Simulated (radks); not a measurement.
# As³⁻ held by a Watson sphere

The task here is to estimate one member of a computed series from the others.

The numbers are computed with radks (a radial shooting solver on a logarithmic mesh, Libxc functionals) version 1 (scalar-relativistic Kohn-Sham, LDA (Slater exchange, VWN5 correlation), spin-polarised, spherical densities, finite nucleus), except any that are marked as measured or tabulated.

### The system

```
element            : arsenic (Z = 33)
charge             : -3
electrons          : 36
configuration      : [Kr]
nuclear rms radius : 4.0968 fm
```

The outer shells:

As³⁻
```
[Ar] core
3d [↑↓][↑↓][↑↓][↑↓][↑↓]
4s [↑↓]
4p [↑↓][↑↓][↑↓]
```

Set-up of the first run:

The run's settings:

```text
Z 33
configuration [Kr]
relativity scalar-relativistic
functional lda,vwn5
spin polarised
nucleus finite rms 4.0968 fm
c 137.035999084
watson charge 3 radius 2.57 bohr
response adiabatic LDA kernel
```

Among the steps run: R = 2.57 bohr; R = 3.28 bohr; R = 4 bohr; R = 4.04 bohr; R = 4.08 bohr; R = 4.79 bohr.

One of the session's tables, all rows but one given; the rest of the session is left out.

| R (bohr) | highest level (eV) | its <r> (bohr) | sum of <r²> (bohr²) | α (bohr³) |
| --- | --- | --- | --- | --- |
| 2.57 | -7.039 | 2.571 | 65.29 | 44.98 |
| 3.28 | -5.694 | 2.859 | 77.60 | 74.69 |
| 4 | -4.574 | 3.140 | 90.96 | 124.0 |
| 4.04 | ? | ? | ? | ? |
| 4.08 | -4.466 | 3.170 | 92.51 | 131.0 |
| 4.79 | -3.647 | 3.434 | 106.9 | 210.1 |

**Question.** Estimate the row for R (bohr) = 4.04.

Worked estimate for «highest level (eV)». A straight line through the neighbours (4, -4.574) and (4.08, -4.466) gives -4.574 + (-4.466 + 4.574) × (4.04 − 4) / (4.08 − 4) = -4.520; a parabola fitted to 4 rows on both sides gives -4.520.

The run gave: highest level (eV): -4.519; its <r> (bohr): 3.155; sum of <r²> (bohr²): 91.73; α (bohr³): 127.4. In «highest level (eV)» the line misses by -0.001 and the parabola by -0.001.

A wider sphere makes a shallower well, so the ion swells.
